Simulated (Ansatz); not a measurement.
Working through an equation of state with a fit of BN, space group F-43m

Computed with Ansatz's Python interface.

Typed at the interpreter:
```pycon
>>> from dataclasses import dataclass
>>> import warnings
>>> import ansatz as az
>>> from ase.eos import EquationOfState
>>> from ase.units import GPa
>>> import numpy as np
>>> @dataclass(frozen=True)
... class RunConfig:
...     smearing: str = 'fixed'
...     xc: str = 'pbe'
...     mesh: tuple[int, ...] = (10, 10, 10)
...
>>> settings = RunConfig()
>>> VECTORS = np.array([
...     [0.0, 1.8075, 1.8075],
...     [1.8075, 0.0, 1.8075],
...     [1.8075, 1.8075, 0.0],
... ])
>>> SITES = [
...     ('B', (0.0, 0.0, 0.0)),
...     ('N', (0.25, 0.25, 0.25)),
... ]
>>> def crystal_on(cell):
...     crystal = az.Crystal(lattice=az.Lattice.of(cell))
...     for symbol, position in SITES:
...         crystal = crystal.atom(symbol, position)
...     return crystal
...
>>> warnings.simplefilter('ignore', az.DeckWarning)
>>> volumes, energies = [], []
>>> for scale in np.linspace(0.95, 1.07, 5):
...     cell = VECTORS * scale ** (1 / 3)
...     calculation = crystal_on(cell).calculation()
...     calculation = calculation.occupations(settings.smearing)
...     calculation = calculation.functional(settings.xc).basis(18 * az.Ha)
...     calculation = calculation.kpoints(*settings.mesh)
...     r = calculation.run(threads=1).report
...     volumes.append(abs(np.linalg.det(cell)) / len(SITES))
...     energies.append(r['free_energy_ev'] / len(SITES))
...     print(f'V = {volumes[-1]:8.4f} A^3/atom  F = {energies[-1]:.5f} eV/atom')
...
V =   5.6099 A^3/atom  F = -271.11597 eV/atom
V =   5.7871 A^3/atom  F = -271.13555 eV/atom
V =   5.9643 A^3/atom  F = -271.14116 eV/atom
V =   6.1414 A^3/atom  F = -271.13462 eV/atom
V =   6.3186 A^3/atom  F = -271.11750 eV/atom
>>> eos = EquationOfState(volumes, energies, eos='birchmurnaghan')
>>> v0, e0, bulk = eos.fit()
>>> print(f'V0 = {v0:.4f} A^3/atom, E0 = {e0:.5f} eV/atom, B = {bulk / GPa:.1f} GPa')
V0 = 5.9533 A^3/atom, E0 = -271.14119 eV/atom, B = 371.9 GPa
>>> eos.plot('eos.png')
<Axes: title={'center': 'birchmurnaghan: E: -271.141 eV, V: 5.953 Å$^3$, B: 371.877 GPa'}, xlabel='volume [Å$^3$]', ylabel='energy [eV]'>
```

A third-order Birch-Murnaghan fit through the 5 points has its minimum at 5.95 Å³ an atom, 0.8 % above the typed cell, with a bulk modulus of 372 GPa and dB/dP = 3.7. From that minimum the energy rises by 25.2 meV an atom on the compressed side and 23.7 meV on the expanded side.

Reading the output:
- Total energies depend on the potentials; only differences at equal settings carry meaning.
- The starting cell is as deposited in a crystallographic database; the results hold for this polymorph, which needn't be the stable one.
- It ran for 4.3 s on 1 thread of Arm Neoverse V1 (shared host), peak memory 0.31 GiB.
